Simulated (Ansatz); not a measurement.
# ScSb3S: what a guessed cell relaxes into

Where does this trial cell of ScSb3S go when cell and atoms are let free?

Program: Ansatz 0.2.0. Level of theory: DFT PBE, scalar-relativistic, plane waves, PAW. These are calculated values, not measurements.

**1. Starting point**

It takes space group P4/mmm (No. 123, tetragonal). Conventional cell: a = 3.658 Å, b = 3.658 Å, c = 10.715 Å, α = 90.00°, β = 90.00°, γ = 90.00°. Sc (site symmetry 4/mmm) has 4 Sb at 2.59 Å as nearest neighbours. Around Sb (site symmetry 4mm) lie 1 Sb at 2.55 Å and 1 S at 2.81 Å. Around Sb (site symmetry 4/mmm) lie 2 Sb at 2.55 Å and 4 Sc at 2.59 Å. Around S (site symmetry 4/mmm) lie 2 Sb at 2.81 Å.

Coordinates:

```
CELL_PARAMETERS angstrom
3.65787 0.00000 0.00000
0.00000 3.65787 0.00000
0.00000 0.00000 10.71508
ATOMIC_POSITIONS crystal
Sc 0.00000 0.00000 0.50000
Sb 0.50000 0.50000 0.26206
Sb 0.50000 0.50000 0.73794
Sb 0.50000 0.50000 0.50000
S 0.50000 0.50000 0.00000
```

A structure generator made this guess: random cell by space group and Wyckoff sites (P4/mmm, No. 123). Lengths come from tabulated atomic sizes and are only a guess.

**2. A first look at the guess**

Input file input.yaml:

```yaml
crystal:
  lattice:
    - [3.65787271, 0.0, 0.0]
    - [0.0, 3.65787271, 0.0]
    - [0.0, 0.0, 10.715076]
  atoms:
    - { symbol: Sc, position: [0.0, 0.0, 0.5] }
    - { symbol: Sb, position: [0.5, 0.5, 0.26206392] }
    - { symbol: Sb, position: [0.5, 0.5, 0.73793608] }
    - { symbol: Sb, position: [0.5, 0.5, 0.5] }
    - { symbol: S, position: [0.5, 0.5, 0.0] }
basis:
  ecutwfc: 420
kpoints:
  mp_grid: { grid: [6, 6, 2] }
hamiltonian:
  xc: pbe
scf:
  occupations: { method: gaussian, width: 0.1 }
  lower_state_search: "off"
output:
  forces: true
  stress: true
  eigenvalues: true
```

Run with:

```bash
> ansatz run input.yaml --threads 1 --pin off --max-ram 2560MiB --backend cpu --events-out ev --progress --plain --runs-dir out
```

The session goes on with these runs: coarse relaxation; spin check on a coarse mesh; final relaxation.

Q: Predict the outcome of this session. Wanted: conventional cell; volume; energy over the elements; gap on the mesh.

As calculated:

| quantity | value |
| --- | --- |
| symmetry at the end (tolerance 0.05 Å) | space group P4/mmm (No. 123) |
| conventional cell | a = 3.889 Å, b = 3.889 Å, c = 11.248 Å, α = 90.00°, β = 90.00°, γ = 90.00° |
| volume | 34.02 Å³/atom |
| energy over the elements | +0.15 eV/atom |
| gap on the mesh | none (metal) |

What this shows: The space group P4/mmm (No. 123) is kept, and the volume per atom grows by 18.7 % from the first guess. The formation energy is positive, so the separate elements lie lower. No finished test with a distortion of lower symmetry is shown, so the end may be a saddle point. Spin-orbit coupling is left out for Sb. Other magnetic orders were not searched.
